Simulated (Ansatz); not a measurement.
Li3Rh, space group Fm-3m, cell relaxations under several functionals

Program: Ansatz 0.2.0 through its Python package.

Interactive session:
```pycon
>>> import warnings
>>> import ansatz
>>> import numpy as np
>>> def edges_and_angles(cell):
...     cell = np.asarray(cell)
...     a, b, c = np.linalg.norm(cell, axis=1)
...     cosines = cell[1] @ cell[2] / (b * c), cell[0] @ cell[2] / (a * c), cell[0] @ cell[1] / (a * b)
...     return (a, b, c, *np.degrees(np.arccos(cosines)))
...
>>> warnings.simplefilter('ignore', ansatz.DeckWarning)
>>> lattice = ansatz.Lattice.of(
...     (0.0, 2.98141, 2.98141),
...     (2.98141, 0.0, 2.98141),
...     (2.98141, 2.98141, 0.0),
... )
>>> sites = [
...     ('Li', (0.25, 0.25, 0.25)),
...     ('Li', (0.75, 0.75, 0.75)),
...     ('Li', (0.5, 0.5, 0.5)),
...     ('Rh', (0.0, 0.0, 0.0)),
... ]
>>> crystal = ansatz.Crystal(lattice=lattice)
>>> for symbol, position in sites:
...     crystal = crystal.atom(symbol, position)
...
>>> [site.symbol for site in crystal.resolved().sites]
['Li', 'Li', 'Li', 'Rh']
>>> calculation = (
...     crystal.calculation()
...     .basis(510)
...     .kpoints(spacing=0.32)
...     .occupations('fermi_dirac', width=0.15)
...     .relax(cell=True, force_tolerance=0.02)
... )
>>> levels = [('lda', 'none'), ('pbesol', 'none'), ('blyp', 'd3bj')]
>>> print('level            a       b       c    alpha   beta  gamma  V/atom  steps')
level            a       b       c    alpha   beta  gamma  V/atom  steps
>>> for name, dispersion in levels:
...     seen = []
...     run = calculation.functional(name, dispersion=dispersion).session().plan()
...     outcome = run.execute(on_event=lambda e: seen.append(e) if e['event'] == 'relax_step' else None)
...     cell = outcome.lattice.cell_ang
...     label = name if dispersion == 'none' else f'{name}+{dispersion}'
...     print('{:13s} {:7.4f} {:7.4f} {:7.4f} {:6.2f} {:6.2f} {:6.2f}'.format(label, *edges_and_angles(cell)), f'{abs(np.linalg.det(cell)) / len(outcome.lattice.sites):7.3f} {len(seen):5d}')
...
lda            4.1371  4.1371  4.1371  60.00  60.00  60.00  12.517     4
pbesol         4.2164  4.2164  4.2164  60.00  60.00  60.00  13.251     2
blyp+d3bj      4.0045  4.0045  4.0045  60.00  60.00  60.00  11.352     5
```

From smallest to largest: BLYP+D3BJ (11.35 Å³ an atom, -14.3 % against the start), LDA (12.52 Å³ an atom, -5.5 % against the start) and PBEsol (13.25 Å³ an atom, +0.0 % against the start). The spread is 16.7 % in volume.

Notes:
- Spin is left out of this run.
- Forces vanish by symmetry, so the ions can't move, and the end may be a saddle.
- BLYP and dispersion corrections can be off by several per cent in the lattices of metals, and by several GPa in the pressure at a fixed cell.
- The mesh is modest for a metal, so energies can be off by several to tens of meV an atom and pressures by half a GPa or more; differences at equal mesh fare better.
- Edges and angles are those of the cell as typed, here a primitive one, not of the conventional cell.
- The structure comes from a database of computed cells and needn't be a stable or known phase.
- Hardware and time: 15 s on 1 thread of Arm Neoverse V1, with other jobs on the host, peak memory 0.42 GiB.
